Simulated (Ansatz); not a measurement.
# C₃H₈Cl₃GeN: how energies converge with the basis set

One table from this session's results is given with a row withheld; the runs are named, their logs left out.

Computed with Ansatz 0.2.0, Gaussian basis. Level: one geometry, several basis sets.

The runs, in order: PBE0-D4/def2-SVP; ωB97M-V/def2-SVP; PBE0-D4/def2-QZVPP; ωB97M-V/def2-QZVPP; the functionals' def2-TZVPP values are taken from earlier runs.

### The relaxed structure

The geometry comes from an earlier relaxation with PBE0-D4 in a triple-zeta def2 set; it is a stationary point, not always the lowest conformer.

16 atoms, charge 0, spin multiplicity 1.

Atoms are counted from 1 here; the program's logs count them from 0.

Bond lengths: C1–C2 1.519 Å, C1–H9 1.092 Å, C1–H10 1.091 Å, C1–H11 1.095 Å, C2–C3 1.521 Å, C2–N4 1.462 Å, C2–H12 1.096 Å, C3–H13 1.091 Å, C3–H14 1.095 Å, C3–H15 1.093 Å, N4–Ge5 1.792 Å, N4–H16 1.012 Å, Ge5–Cl6 2.128 Å, Ge5–Cl7 2.146 Å, Ge5–Cl8 2.125 Å. Angles: C2–C1–H9 110.8°, C2–C1–H10 110.7°, C2–C1–H11 110.4°, H9–C1–H10 108.8°, H9–C1–H11 107.8°, H10–C1–H11 108.2°, C1–C2–C3 111.7°, C1–C2–N4 109.1°, C1–C2–H12 108.0°, C3–C2–N4 112.6°, C3–C2–H12 108.7°, N4–C2–H12 106.5°, C2–C3–H13 111.3°, C2–C3–H14 110.3°, C2–C3–H15 110.9°, H13–C3–H14 108.1°, H13–C3–H15 108.3°, H14–C3–H15 107.7° and more.

The first run:

The input, in.yaml:

```yaml
crystal:
  periodic: [false, false, false]
  atoms:
    - {symbol: C, position_ang: [-0.169182, -1.912379, 0.463969]}
    - {symbol: C, position_ang: [-0.387418, -0.460215, 0.073492]}
    - {symbol: C, position_ang: [-1.224164, 0.280704, 1.105536]}
    - {symbol: N, position_ang: [0.910115, 0.172713, -0.158485]}
    - {symbol: Ge, position_ang: [1.147682, 1.473768, -1.367323]}
    - {symbol: Cl, position_ang: [0.599129, 0.735929, -3.286279]}
    - {symbol: Cl, position_ang: [-0.003819, 3.261699, -1.083084]}
    - {symbol: Cl, position_ang: [3.199713, 2.025309, -1.327165]}
    - {symbol: H, position_ang: [-1.124137, -2.424453, 0.601983]}
    - {symbol: H, position_ang: [0.403964, -2.436146, -0.301973]}
    - {symbol: H, position_ang: [0.382904, -1.975474, 1.406981]}
    - {symbol: H, position_ang: [-0.918022, -0.443635, -0.885456]}
    - {symbol: H, position_ang: [-1.393323, 1.317015, 0.807960]}
    - {symbol: H, position_ang: [-0.717163, 0.283294, 2.075655]}
    - {symbol: H, position_ang: [-2.195423, -0.201739, 1.238804]}
    - {symbol: H, position_ang: [1.466546, 0.281010, 0.679487]}
basis:
  gaussian: {orbitals: def2-SVP}
hamiltonian: {xc: pbe0, dispersion: d4}
output: {orbitals: {seedname: orbitals}}
```

Started as:

```bash
$ ansatz run in.yaml --threads 5 --pin off --events-out ev --progress --plain --max-ram 66560MiB --backend cpu
```

Among the steps run: PBE0-D4 in def2-SVP; ωB97M-V in def2-SVP; PBE0-D4 in def2-QZVPP; ωB97M-V in def2-QZVPP.

One table of the session follows, with a row left open; its other results are not shown here.

It belongs to the step «Density functionals: the series». 

```
functional       basis  HOMO (eV)
   PBE0-D4    def2-SVP      -7.54
   PBE0-D4  def2-TZVPP      -7.63
   PBE0-D4  def2-QZVPP          ?
   ωB97M-V    def2-SVP      -9.82
   ωB97M-V  def2-TZVPP      -9.95
   ωB97M-V  def2-QZVPP      -9.98
```

Estimate the missing values for PBE0-D4, def2-QZVPP.

As computed: HOMO (eV): -7.66. In the column «HOMO (eV)» it lies between ωB97M-V, def2-SVP (-9.82) and PBE0-D4, def2-TZVPP (-7.63).
